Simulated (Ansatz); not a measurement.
# TaH₃ (septet): from Hartree-Fock to the top rungs, def2-TZVPP

The task here is to estimate one member of a computed series from the others.

Program: Ansatz 0.2.0, Gaussian basis. Level of theory: def2-TZVPP, core rule «outside noble gas», up to 4 orbitals frozen. These are calculated values, not measurements.

Plan: UHF; ROHF; CCSD(T) on UHF.

### The system

The geometry is a PBE0/def2-TZVP stationary point (not a proven minimum) of the parent state, kept for this charge and spin. No spin-orbit coupling is included. Elements past krypton take def2 core potentials.

4 atoms, charge 0, spin multiplicity 7.

Atoms are counted from 1 here; the program's logs count them from 0.

Bond lengths: Ta1–H2 2.075 Å, Ta1–H3 2.075 Å, Ta1–H4 1.813 Å, H2–H3 0.801 Å. Angles: H2–Ta1–H3 22.3°, H2–Ta1–H4 168.9°, H3–Ta1–H4 168.9°, Ta1–H2–H3 78.9°, Ta1–H3–H2 78.9°.

Set-up of the first run:

in.yaml

```yaml
crystal:
  periodic: [false, false, false]
  atoms:
    - {symbol: Ta, position_ang: [0.000000, 0.000000, 0.012372]}
    - {symbol: H, position_ang: [0.000000, -0.400716, -2.023105]}
    - {symbol: H, position_ang: [0.000000, 0.400716, -2.023105]}
    - {symbol: H, position_ang: [0.000000, 0.000000, 1.825162]}
basis:
  gaussian: {orbitals: def2-TZVPP}
magnetization: {spin_polarized: true, initial_magnetization: 6}
hamiltonian: {xc: hf}
output: {orbitals: {seedname: orbitals}}
```

Started as:

```bash
$ ansatz run in.yaml --threads 1 --pin off --events-out ev --progress --plain --max-ram 4096MiB --backend cpu
```

Steps of the session up to this table: UHF; ROHF; CCSD(T) on UHF.

One of the session's tables, all rows but one given; the rest of the session is left out.

```
  method  from UCCSD(T) (meV)
    ROHF              +3595.1
     UHF                    ?
    UMP2               +579.1
   UCCSD                +97.5
UCCSD(T)                    0
```

**Question.** Estimate the row for UHF.

As computed: from UCCSD(T) (meV): +3441.4. In the column «from UCCSD(T) (meV)» it lies between UMP2 (+579.1) and ROHF (+3595.1).
